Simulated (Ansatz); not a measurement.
**CH4ClN3Si: one species, many methods**

One table from this session's results is given with a row withheld; the runs are named, their logs left out.

Program: Ansatz 0.2.0, Gaussian basis. Level of theory: functionals in def2-TZVPP, the program's frozen cores in correlated methods. These are calculated values, not measurements.

Plan: LDA (SPW92), PBE-D4, revPBE-D4, BLYP-D4, r2SCAN-D4, B97M-V, PBE0-D4, B3LYP-D4, r2SCANh-D4, r2SCAN0-D4, HSE06-D4, BHLYP-D4, CAM-B3LYP-D4, LC-ωPBE, ωB97X-V, ωB97M-V, B2PLYP, PBE-QIDH; CCSD(T)/def2-SVP; CCSD(T)/def2-TZVPP; MP2/def2-QZVPP; extrapolation to the limit; RPA on PBE.

**The geometry**

An earlier PBE0-D4 in a triple-zeta def2 set relaxation fixed the geometry.

10 atoms, charge 0, spin multiplicity 1.

Atoms are counted from 1 here; the program's logs count them from 0.

Bond lengths: N1–C2 1.152 Å, C2–Si3 1.857 Å, Si3–N4 1.685 Å, Si3–N5 1.685 Å, Si3–Cl6 2.049 Å, N4–H7 1.007 Å, N4–H8 1.007 Å, N5–H9 1.006 Å, N5–H10 1.007 Å. Angles: N1–C2–Si3 178.6°, C2–Si3–N4 103.4°, C2–Si3–N5 115.9°, C2–Si3–Cl6 104.0°, N4–Si3–N5 110.0°, N4–Si3–Cl6 118.2°, N5–Si3–Cl6 105.6°, Si3–N4–H7 121.1°, Si3–N4–H8 121.1°, H7–N4–H8 112.6°, Si3–N5–H9 121.5°, Si3–N5–H10 121.1°, H9–N5–H10 113.0°.

The first run:

in.yaml

```yaml
crystal:
  periodic: [false, false, false]
  atoms:
    - {symbol: N, position_ang: [1.198633, -1.733845, 2.107574]}
    - {symbol: C, position_ang: [0.627806, -1.041046, 1.385977]}
    - {symbol: Si, position_ang: [-0.253971, 0.085319, 0.202339]}
    - {symbol: N, position_ang: [-0.529555, -0.896158, -1.139270]}
    - {symbol: N, position_ang: [0.585250, 1.471861, -0.259687]}
    - {symbol: Cl, position_ang: [-1.874377, 0.750380, 1.265691]}
    - {symbol: H, position_ang: [-0.957713, -0.529344, -1.973646]}
    - {symbol: H, position_ang: [-0.666763, -1.888500, -1.038804]}
    - {symbol: H, position_ang: [0.542201, 2.316940, 0.283975]}
    - {symbol: H, position_ang: [1.411789, 1.413193, -0.831347]}
basis:
  gaussian: {orbitals: def2-TZVPP}
hamiltonian: {xc: lda}
output: {orbitals: {seedname: orbitals}}
```

Steps of the session up to this table: LDA; PBE-D4 (GGA); revPBE-D4 (GGA); BLYP-D4 (GGA); r2SCAN-D4 (meta-GGA); B97M-V (meta-GGA); PBE0-D4 (hybrid); B3LYP-D4 (hybrid); r2SCANh-D4 (hybrid); r2SCAN0-D4 (hybrid); HSE06-D4 (hybrid); BHLYP-D4 (hybrid); CAM-B3LYP-D4 (range-separated); LC-ωPBE (range-separated); ωB97X-V (range-separated); ωB97M-V (range-separated); B2PLYP (double hybrid); PBE-QIDH (double hybrid).

One table of the session follows, with a row left open; its other results are not shown here.

It belongs to the step «Orbital energies across the functionals». 

| functional | HOMO (eV) | gap (eV) |
| --- | --- | --- |
| LDA (SPW92) | -7.14 | 5.56 |
| PBE-D4 | -6.96 | 5.64 |
| revPBE-D4 | -6.89 | 5.68 |
| BLYP-D4 | -6.82 | 5.65 |
| r2SCAN-D4 | -7.29 | 6.18 |
| B97M-V | -7.35 | 6.32 |
| PBE0-D4 | -8.43 | 8.09 |
| B3LYP-D4 | -8.16 | 7.60 |
| r2SCANh-D4 | -7.84 | 7.09 |
| r2SCAN0-D4 | -8.66 | 8.45 |
| HSE06-D4 | -8.02 | 7.30 |
| BHLYP-D4 | -9.79 | 10.52 |
| CAM-B3LYP-D4 | ? | ? |
| LC-ωPBE | -11.31 | 13.30 |
| ωB97X-V | -10.90 | 12.78 |
| ωB97M-V | -10.79 | 12.50 |

**Question.** Estimate the row for CAM-B3LYP-D4.

**Answer.** HOMO (eV): -9.86; gap (eV): 10.66. In the column «HOMO (eV)» it lies between ωB97M-V (-10.79) and BHLYP-D4 (-9.79).
